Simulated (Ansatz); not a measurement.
# BFGaH₆NSi: how energies converge with the basis set

One table from this session's results is given with a row withheld; the runs are named, their logs left out.

Computed with Ansatz 0.2.0, Gaussian basis. Level: one geometry, several basis sets.

Levels to be run: PBE0-D4/def2-SVP; ωB97M-V/def2-SVP; PBE0-D4/def2-QZVPP; ωB97M-V/def2-QZVPP; the functionals' def2-TZVPP values are taken from earlier runs.

**The geometry**

An earlier PBE0-D4 in a triple-zeta def2 set relaxation fixed the geometry.

SMILES `[NH2][Ga]([SiH3])[BH]F`, 11 atoms, charge 0, spin multiplicity 1.

Atoms are counted from 1 here; the program's logs count them from 0.

Bond lengths: N1–Ga2 1.822 Å, N1–H6 1.006 Å, N1–H7 1.006 Å, Ga2–Si3 2.414 Å, Ga2–B4 2.115 Å, Si3–H8 1.491 Å, Si3–H9 1.491 Å, Si3–H10 1.491 Å, B4–F5 1.325 Å, B4–H11 1.207 Å. Angles: Ga2–N1–H6 125.0°, Ga2–N1–H7 123.3°, H6–N1–H7 111.6°, N1–Ga2–Si3 113.3°, N1–Ga2–B4 118.4°, Si3–Ga2–B4 128.2°, Ga2–Si3–H8 111.2°, Ga2–Si3–H9 112.2°, Ga2–Si3–H10 111.2°, H8–Si3–H9 107.5°, H8–Si3–H10 106.9°, H9–Si3–H10 107.6°, Ga2–B4–F5 120.1°, Ga2–B4–H11 124.9°, F5–B4–H11 114.9°.

The first run:

in.yaml reads:

```yaml
crystal:
  periodic: [false, false, false]
  atoms:
    - {symbol: N, position_ang: [0.748704, 0.926016, 1.602265]}
    - {symbol: Ga, position_ang: [0.353470, 0.050966, 0.054187]}
    - {symbol: Si, position_ang: [-2.013806, -0.292936, -0.272512]}
    - {symbol: B, position_ang: [1.942994, -0.477396, -1.237434]}
    - {symbol: F, position_ang: [2.470759, -1.691743, -1.180269]}
    - {symbol: H, position_ang: [1.677223, 1.152853, 1.916318]}
    - {symbol: H, position_ang: [0.051253, 1.216061, 2.267149]}
    - {symbol: H, position_ang: [-2.483757, 0.350858, -1.532753]}
    - {symbol: H, position_ang: [-2.823416, 0.267211, 0.847092]}
    - {symbol: H, position_ang: [-2.336886, -1.744399, -0.380133]}
    - {symbol: H, position_ang: [2.413482, 0.242511, -2.083900]}
basis:
  gaussian: {orbitals: def2-SVP}
hamiltonian: {xc: pbe0, dispersion: d4}
output: {orbitals: {seedname: orbitals}}
```

The run is started by

```console
$ ansatz run in.yaml --threads 4 --pin off --events-out ev --progress --plain --max-ram 10444MiB
```

Among the steps run: PBE0-D4 in def2-SVP; ωB97M-V in def2-SVP; PBE0-D4 in def2-QZVPP; ωB97M-V in def2-QZVPP.

One of the session's tables, all rows but one given; the rest of the session is left out.

It belongs to the step «Functionals by basis». 

| functional | basis | HOMO (eV) | LUMO (eV) |
| --- | --- | --- | --- |
| PBE0-D4 | def2-SVP | -6.92 | -1.47 |
| PBE0-D4 | def2-TZVPP | -6.98 | -1.63 |
| PBE0-D4 | def2-QZVPP | ? | ? |
| ωB97M-V | def2-SVP | -8.91 | 0.53 |
| ωB97M-V | def2-TZVPP | -9.00 | 0.25 |
| ωB97M-V | def2-QZVPP | -9.04 | 0.13 |

Estimate the missing values for PBE0-D4, def2-QZVPP.

The run gave: HOMO (eV): -7.01; LUMO (eV): -1.68. In the column «HOMO (eV)» it lies between ωB97M-V, def2-SVP (-8.91) and PBE0-D4, def2-TZVPP (-6.98).
